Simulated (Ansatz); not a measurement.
**CoF (quintet): wave-function methods side by side, def2-QZVPP**

The task here is to estimate one member of a computed series from the others.

The runs use Ansatz 0.2.0, Gaussian basis; def2-QZVPP, core rule «outside noble gas», up to 10 orbitals frozen.

Plan: UHF; ROHF; CCSD(T) on UHF.

2 further runs of the same task are left out: 2 set aside as unsound or not needed.

## The system

The geometry is a PBE0/def2-TZVP stationary point (not a proven minimum) of the parent state, kept for this charge and spin.

2 atoms, charge 0, spin multiplicity 5.

Atoms are counted from 1 here; the program's logs count them from 0.

Bond lengths: Co1–F2 1.746 Å.

Set-up of the first run:

Input file in.yaml:

```yaml
crystal:
  periodic: [false, false, false]
  atoms:
    - {symbol: Co, position_ang: [0.000000, 0.000000, 0.000000]}
    - {symbol: F, position_ang: [0.000000, 0.000000, 1.746400]}
basis:
  gaussian: {orbitals: "def2-QZVPP.json"}
magnetization: {spin_polarized: true, initial_magnetization: 4}
hamiltonian: {xc: hf}
output: {orbitals: {seedname: orbitals}}
```

Launch:

```console
$ ansatz run in.yaml --threads 1 --pin off --events-out ev --progress --plain --max-ram 4096MiB --backend cpu
```

Steps of the session up to this table: UHF; ROHF; CCSD(T) on UHF.

One of the session's tables, all rows but one given; the rest of the session is left out.

```
  method  from UCCSD(T) (meV)
    ROHF             +15090.8
     UHF             +14878.6
    UMP2               +346.1
   UCCSD                    ?
UCCSD(T)                    0
```

Estimate the missing values for UCCSD.

As computed: from UCCSD(T) (meV): +491.2. In the column «from UCCSD(T) (meV)» it lies between UMP2 (+346.1) and UHF (+14878.6).
